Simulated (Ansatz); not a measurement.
# CaAl5ZnSi9: the cost of one run

Program: Ansatz 0.2.0. Level of theory: DFT PBE, scalar-relativistic, plane waves, PAW. These are calculated values, not measurements.

**1. Starting point**

The cell holds 16 atoms (Al5CaSi9Zn): a = 7.133 Å, b = 7.133 Å, c = 7.133 Å, α = 109.47°, β = 109.47°, γ = 109.47°.

The sites of an ideal fcc lattice, at a guessed lattice constant, take 9 Si, 5 Al, 1 Ca, 1 Zn (sublattices apart by semicolons), with a shake of 0.02 Å. Warren-Cowley parameters of the first shell (negative: unlike neighbours preferred): Al-Ca -0.33, Al-Si -0.24, Al-Zn -0.33, Ca-Si +0.11, Ca-Zn -0.33, Si-Zn +0.11. In a cell this small the draw can fall short of the order aimed at.

Structure file:

```xyz
16
Lattice="-4.1183 4.1183 -4.1183 4.1183 4.1183 4.1183 4.1183 -4.1183 -4.1183" Properties=species:S:1:pos:R:3 pbc="T T T"
Al    0.0155   -0.0023   -4.1166
Al    2.0810   -0.0068   -2.0337
Al    0.0113    4.1165   -4.0980
Al    4.1199    4.1012    4.0780
Al    4.1314   -0.0019   -4.0868
Si    2.0555   -2.0533   -4.0805
Si    0.0051    2.0230   -6.1554
Si    2.0500    2.0827   -4.0876
Si    4.1147    2.0410   -2.0502
Si    2.0567    4.0910   -2.0646
Si    2.0519    2.0583   -0.0403
Si    4.0605    2.0658    2.0275
Si   -2.0293    4.0996   -2.0748
Si    6.1802   -0.0203   -2.0281
Ca    2.0008    6.1788    0.0330
Zn    0.0015    2.0487   -2.0838
```

**2. Relaxation without symmetry, coarse mesh**

A cheap relaxation: coarse mesh, no symmetry, loose thresholds.

File input.yaml:

```yaml
crystal:
  lattice:
    - [-4.11833942, 4.11833942, -4.11833942]
    - [4.11833942, 4.11833942, 4.11833942]
    - [4.11833942, -4.11833942, -4.11833942]
  atoms:
    - { symbol: Al, position: [0.4995094989, 0.0015986461, 0.5016749708] }
    - { symbol: Al, position: [0.2460820495, 0.2518272989, 0.4995617847] }
    - { symbol: Al, position: [0.9973122922, 0.501151803, 0.4989027761] }
    - { symbol: Al, position: [0.0028210198, 0.9981176401, 0.0050906095] }
    - { symbol: Al, position: [0.4959392498, 0.5013614057, 0.9977519354] }
    - { symbol: Si, position: [0.2461262465, 0.0002723794, 0.7449668549] }
    - { symbol: Si, position: [0.9929222072, 0.2462302645, 0.7479369021] }
    - { symbol: Si, position: [0.7491166613, 0.5017460795, 0.745154873] }
    - { symbol: Si, position: [0.4967073693, 0.7473481034, 0.7484681627] }
    - { symbol: Si, position: [0.7473384593, 0.7463829818, 0.5003636303] }
    - { symbol: Si, position: [0.2547829042, 0.4990102261, 0.2540047489] }
    - { symbol: Si, position: [0.0046472161, 0.7437845836, 0.2468192574] }
    - { symbol: Si, position: [0.749611323, 0.2513403382, 0.0055137065] }
    - { symbol: Si, position: [0.243763158, 0.7478568288, 0.9965477836] }
    - { symbol: Ca, position: [0.7461452044, 0.9930631774, 0.2389028633] }
    - { symbol: Zn, position: [0.5017252847, 0.2489169888, 0.2531820944] }
  symmetry: { detect: false }
basis:
  ecutwfc: 420
kpoints:
  mp_grid: { grid: [2, 2, 2], shift: [0.5, 0.5, 0.5] }
hamiltonian:
  xc: pbe
scf:
  occupations: { method: gaussian, width: 0.1 }
  lower_state_search: "off"
output:
  forces: true
  stress: true
  eigenvalues: true
relax:
  adjacent_minimum: "off"
  f_tol: 0.04
  max_steps: 50
  cell: { stress_tol: 0.3 }
```

Run with:

```
> ansatz run input.yaml --threads 4 --pin off --max-ram 9216MiB --backend cpu --events-out ev --progress --plain --runs-dir out
```

Q: Estimate wall time and peak memory on 4 threads of Intel Xeon 6975P-C (Granite Rapids), shared host.

About 20 s, with a peak of 0.72 GiB.
